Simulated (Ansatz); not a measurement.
# Relaxation of In2SbO6

Aim: in In2SbO6, a structure type of another compound, with these elements put in, relax the atoms in a fixed cell, then read levels, charges and fields where it ends.

Method: DFT, PBE, no spin polarisation, plane waves, PAW, in Ansatz 0.2.0.

## Step 1: The cell

It takes space group C2/m (No. 12, monoclinic). The conventional cell has a = 13.422 Å, b = 3.983 Å, c = 5.116 Å, α = 90.00°, β = 104.16°, γ = 90.00°. O (site symmetry m) is surrounded by 1 Sb at 1.80 Å. Around O (site symmetry m) lie 3 In at 2.06 to 2.15 Å. Sb (site symmetry 2/m) is surrounded by 6 O at 1.80 to 2.34 Å. O (site symmetry m) is surrounded by 1 In at 1.94 Å and 2 Sb at 2.34 Å. In (site symmetry m) has 4 O at 1.94 to 2.15 Å as nearest neighbours.

Its coordinates follow in the input file.

The first density is read from a saved solution for the starting cell.

## Step 2: The walk to rest

input.yaml

```yaml
crystal:
  lattice:
    - [0.0, 3.983364, 0.0]
    - [6.711244, -1.991682, 0.0]
    - [1.252003, 0.0, -4.960609]
  atoms:
    - { symbol: O, position: [0.4171, 0.8342, 0.8339] }
    - { symbol: O, position: [0.5829, 0.1658, 0.1661] }
    - { symbol: O, position: [0.6963, 0.3926, 0.5987] }
    - { symbol: O, position: [0.3037, 0.6074, 0.4013] }
    - { symbol: Sb, position: [0.5, 0.0, 0.5] }
    - { symbol: O, position: [0.9309, 0.8618, 0.3798] }
    - { symbol: O, position: [0.0691, 0.1382, 0.6202] }
    - { symbol: In, position: [0.80844, 0.61688, 0.24275] }
    - { symbol: In, position: [0.19156, 0.38312, 0.75725] }
  symmetry: { tolerance: 0.0003 }
kpoints:
  mp_grid: { grid: [5, 5, 4], shift: [0, 0, 0] }
magnetization:
  spin_polarized: false
scf:
  occupations: { method: fermi_dirac }
  lower_state_search: "off"
hamiltonian:
  pseudopotentials: { kind: paw }
  xc: pbe
basis:
  ecutwfc: 420
  fft_grid_basis: typed
relax:
  max_steps: 40
output:
  forces: true
  stress: true
  eigenvalues: true
  populations: true
  elf: true
  write_potential: true
  volumetric_format: npy
  dos:
    e_range: [-12, 8]
    de: 0.05
    projected: { site_lists: { In: [In], O: [O], Sb: [Sb] } }
  bader: false
checkpoint:
  read: saved_state
```

Started as:

```console
> ansatz run input.yaml --threads 2 --pin off --max-ram 3584MiB --backend cpu --events-out ev --progress --plain --runs-dir out
```

What does the calculation give? Wanted: moves; energy gained; largest move; pressure left in the fixed cell; character.

The runs gave:

| quantity | value |
| --- | --- |
| moves | 10 |
| energy gained | 290.4 meV/atom |
| largest move | 0.88 Å (O) |
| space group (0.01 Å), before / after | C2/m / C2/m |
| pressure left in the fixed cell | -6.8 GPa |
| character | metal |
| density of states, mean within 0.25 eV of the Fermi level | 6.9 per eV per cell |

In words: In the fixed cell the largest move of an atom is 0.88 Å; the energy fell by 290.4 meV per atom. The fixed cell still holds a mean pressure of -6.8 GPa, so it would shrink if let free. The run held to 4 symmetry operations, so a lower structure without them is not ruled out. Bands cross the Fermi level: a metal; within 0.25 eV of the Fermi level the density of states averages 6.9 per eV per cell, mostly O p (98 %).

Keep in mind: an odd count of electrons without spin polarisation forces a partly filled band; the k mesh is coarse if the cell is a metal; the SCF threshold is loose for a stress.
